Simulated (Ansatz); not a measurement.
# Be4GeRh: the cost of one run

Program: Ansatz 0.2.0. Level of theory: DFT PBE, scalar-relativistic, plane waves, PAW. These are calculated values, not measurements.

1 further run of the same task is left out (it didn't finish).

## 1. The system as given

Symmetry: F-43m, No. 216, cubic system. The conventional cell has a = 6.104 Å, b = 6.104 Å, c = 6.104 Å, α = 90.00°, β = 90.00°, γ = 90.00°. Be (site symmetry 3m) has 6 Be at 2.14 to 2.17 Å and 3 Rh at 2.53 Å and 3 Ge at 2.53 Å in its first shell of neighbours. Ge (site symmetry -43m) is surrounded by 12 Be at 2.53 Å and 4 Rh at 2.64 Å. Around Rh (site symmetry -43m) lie 12 Be at 2.53 Å and 4 Ge at 2.64 Å.

Structure file:

```
Be Ge Rh
1.0
     0.00000    3.05218    3.05218
     3.05218    0.00000    3.05218
     3.05218    3.05218    0.00000
Be Ge Rh
4 1 1
Direct
  0.62577 0.12269 0.62577
  0.62577 0.62577 0.12269
  0.62577 0.62577 0.62577
  0.12269 0.62577 0.62577
  0.25000 0.25000 0.25000
  0.00000 0.00000 0.00000
```

(A quick probe on a coarse mesh, which set the mesh and smearing, is not shown.)

## 3. A loose first relaxation

input.yaml reads:

```yaml
crystal:
  lattice:
    - [0.0, 3.0521849332, 3.0521849332]
    - [3.0521849332, 0.0, 3.0521849332]
    - [3.0521849332, 3.0521849332, 0.0]
  atoms:
    - { symbol: Be, position: [0.62577, 0.12269, 0.62577] }
    - { symbol: Be, position: [0.62577, 0.62577, 0.12269] }
    - { symbol: Be, position: [0.62577, 0.62577, 0.62577] }
    - { symbol: Be, position: [0.12269, 0.62577, 0.62577] }
    - { symbol: Ge, position: [0.25, 0.25, 0.25] }
    - { symbol: Rh, position: [0.0, 0.0, 0.0] }
basis:
  ecutwfc: 420
kpoints:
  mp_grid: { grid: [6, 6, 6] }
hamiltonian:
  xc: pbe
scf:
  occupations: { method: gaussian, width: 0.1 }
  lower_state_search: "off"
output:
  forces: true
  stress: true
  eigenvalues: true
relax:
  adjacent_minimum: "off"
  f_tol: 0.04
  max_steps: 70
  cell: { stress_tol: 0.4 }
```

The run is started by

```
> ansatz run input.yaml --threads 1 --pin off --max-ram 2560MiB --backend cpu --events-out ev --progress --plain --runs-dir out
```

What time and memory should one allow on 1 thread of Arm Neoverse V2, shared host?

About 9.6 s, with a peak of 0.35 GiB.
